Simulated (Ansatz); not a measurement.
# C2H3ClF2 (1-chloro-1,1-difluoroethane) at PBE/cc-pVDZ

What is the electronic atomisation energy of C2H3ClF2 (1-chloro-1,1-difluoroethane) at PBE/cc-pVDZ? 

The calculation is run with Ansatz 0.2.0.

55 further runs of the same task are left out: 1 that didn't finish, 54 set aside as unsound or not needed. Runs told in other sessions of the task aren't counted.

**1. The system as given**

C2H3ClF2 has 8 atoms, charge 0, and is taken as a singlet. As SMILES, `CC(F)(F)Cl`. The coordinates come from a PBE0-D4/def2-TZVP relaxation.

Bond lengths: C1–C2 1.499 Å, C2–F3 1.343 Å, C2–F4 1.343 Å, C2–Cl5 1.781 Å, C1–H6 1.088 Å, C1–H7 1.091 Å, C1–H8 1.088 Å. Some angles: C1–C2–F3 111.0°, C1–C2–F4 111.0°, C1–C2–Cl5 112.0°, F3–C2–F4 106.8°, F3–C2–Cl5 107.9°, F4–C2–Cl5 107.9°, C2–C1–H6 109.7°, C2–C1–H7 108.3°, C2–C1–H8 109.7°, H6–C1–H7 109.7°.

**2. A single-point energy at PBE/cc-pVDZ**

File in.yaml:

```yaml
crystal:
  periodic: [false, false, false]
  atoms:
    - symbol: C
      position_ang: [-0.591960, -0.305640, 0.477310]
    - symbol: C
      position_ang: [0.524930, 0.179790, -0.395910]
    - symbol: F
      position_ang: [1.713900, 0.014330, 0.206290]
    - symbol: F
      position_ang: [0.571970, -0.511300, -1.546500]
    - symbol: Cl
      position_ang: [0.352900, 1.905700, -0.801400]
    - symbol: H
      position_ang: [-0.600880, 0.257090, 1.409000]
    - symbol: H
      position_ang: [-0.428120, -1.363800, 0.687730]
    - symbol: H
      position_ang: [-1.542750, -0.176190, -0.036530]
basis:
  gaussian:
    orbitals: cc-pVDZ
hamiltonian:
  xc: {name: PBE}
accuracy: high
output:
  orbitals: {seedname: orbitals}
```

On the command line:

```console
$ ansatz run in.yaml --threads 1 --pin off --max-ram 3480MiB --events-out events.jsonl --progress --plain --runs-dir runs
```

The log of the run:

```text
Warning: RAYON_NUM_THREADS=1 ignored (pool sized by the plan → 1); use --threads N
Functional definition: PBE
  name "PBE"
  parameter kappa = 0.804
  parameter beta = 0.06672455060314922
  exchange = pbe_x(kappa = kappa, mu = beta*pi^2/3)
  correlation = pbe_c(beta = beta)
2086 factors; integrals over basis functions are off by at most 3.6e-9 eV
mean field evaluation 1: about -20061.7295 eV, gradient 4.9e1 eV
mean field evaluation 2: about -20057.2993 eV, gradient 6.4e1 eV
mean field evaluation 4: about -20066.8851 eV, gradient 3.6e0 eV
mean field evaluation 8: about -20066.9164 eV, gradient 1.7e-1 eV
mean field evaluation 16: about -20066.9165 eV, gradient 3.8e-5 eV
mean field -20066.91646158 eV, -737.4455781187 hartree, gradient 2.2e-8 eV, S^2 0.000000; 0 other end points of the search recorded, 0 dependent functions left out
reference -20066.91646404 eV, -737.4455782091 hartree; 25, 25 occupied and 64, 64 virtual orbitals, 2086 factors
Total energy: -20066.91646404 eV, -737.4455782091 hartree
```

It took 7.5 s on 1 thread of Arm Neoverse V1, shared host; peak memory 0.23 GiB.

**3. The C atom at the same level**

File molecule.yaml:

```yaml
crystal:
  periodic: [false, false, false]
  atoms:
    - symbol: C
      position_ang: [0.000000, 0.000000, 0.000000]
basis:
  gaussian: {orbitals: cc-pVDZ}
magnetization: {spin_polarized: true, initial_magnetization: 2}
hamiltonian: {xc: pbe}
accuracy: high
```

Run the same way, it converges to -37.78854 Eh (log not shown).

**4. The Cl atom at the same level**

File input.yaml:

```yaml
crystal:
  periodic: [false, false, false]
  atoms:
    - {symbol: Cl, position_ang: [0.000000, 0.000000, 0.000000]}
basis:
  gaussian: {orbitals: cc-pVDZ}
magnetization: {spin_polarized: true, initial_magnetization: 1}
hamiltonian: {xc: pbe}
accuracy: high
```

On the command line:

```console
$ ansatz run input.yaml --threads 1 --pin off --max-ram 3480MiB --events-out events.jsonl --progress --plain --runs-dir runs
```

The log of the run:

```text
Warning: RAYON_NUM_THREADS=1 ignored (pool sized by the plan → 1); use --threads N
Functional definition: PBE
  name "PBE"
  parameter kappa = 0.804
  parameter beta = 0.06672455060314922
  exchange = pbe_x(kappa = kappa, mu = beta*pi^2/3)
  correlation = pbe_c(beta = beta)
141 factors; integrals over basis functions are off by at most 3.0e-9 eV
mean field evaluation 1: about -12515.7756 eV, gradient 3.5e0 eV
mean field evaluation 2: about -12515.8352 eV, gradient 1.9e0 eV
mean field evaluation 4: about -12515.8533 eV, gradient 3.9e-1 eV
mean field evaluation 8: about -12515.8546 eV, gradient 4.5e-4 eV
mean field evaluation 16: about -12515.8547 eV, gradient 7.6e-2 eV
mean field evaluation 32: about -12515.8546 eV, gradient 3.4e-5 eV
mean field -12515.85460105 eV, -459.9491730377 hartree, gradient 3.7e-8 eV, S^2 0.751635; 2 other end points of the search recorded, 0 dependent functions left out
reference -12515.85460261 eV, -459.9491730950 hartree; 9, 8 occupied and 9, 10 virtual orbitals, 141 factors
Total energy: -12515.85460261 eV, -459.9491730950 hartree
```

Wall time 0.89 s (1 thread of Arm Neoverse V1, shared host).

**5. The F atom**

File input.yaml:

```yaml
basis:
  gaussian:
    orbitals: cc-pVDZ
crystal:
  periodic: [false, false, false]
  atoms:
    - {symbol: F, position_ang: [0.000000, 0.000000, 0.000000]}
magnetization:
  spin_polarized: true
  initial_magnetization: 1
hamiltonian:
  xc: {name: PBE}
accuracy: high
```

Run the same way, it converges to -99.62478 Eh (log not shown).

**6. The H atom, same level**

File molecule.yaml:

```yaml
crystal:
  periodic: [false, false, false]
  atoms:
    - {symbol: H, position_ang: [0.000000, 0.000000, 0.000000]}
basis:
  gaussian: {orbitals: cc-pVDZ}
magnetization: {spin_polarized: true, initial_magnetization: 1}
hamiltonian: {xc: pbe}
accuracy: high
```

Run the same way, it converges to -0.49863 Eh (log not shown).

**7. Summary of results**

Level: PBE/cc-pVDZ.

| quantity | value |
| --- | --- |
| molecule: total energy | -737.44558 Eh |
| molecule: HOMO energy | -7.58 eV |
| molecule: LUMO energy | -0.18 eV |
| molecule: HOMO–LUMO gap | 7.40 eV |
| C atom: total energy | -37.78854 Eh |
| C atom: ⟨S²⟩ | 2.002 |
| Cl atom: total energy | -459.94917 Eh |
| Cl atom: ⟨S²⟩ | 0.752 |
| F atom: total energy | -99.62478 Eh |
| F atom: ⟨S²⟩ | 0.751 |
| H atom: total energy | -0.49863 Eh |
| H atom: ⟨S²⟩ | 0.750 |
| electronic atomisation energy | 31.943 eV |

What this shows: Taking the molecule apart into free atoms costs 31.94 eV (3082 kJ/mol), before zero-point energy and without spin-orbit coupling.
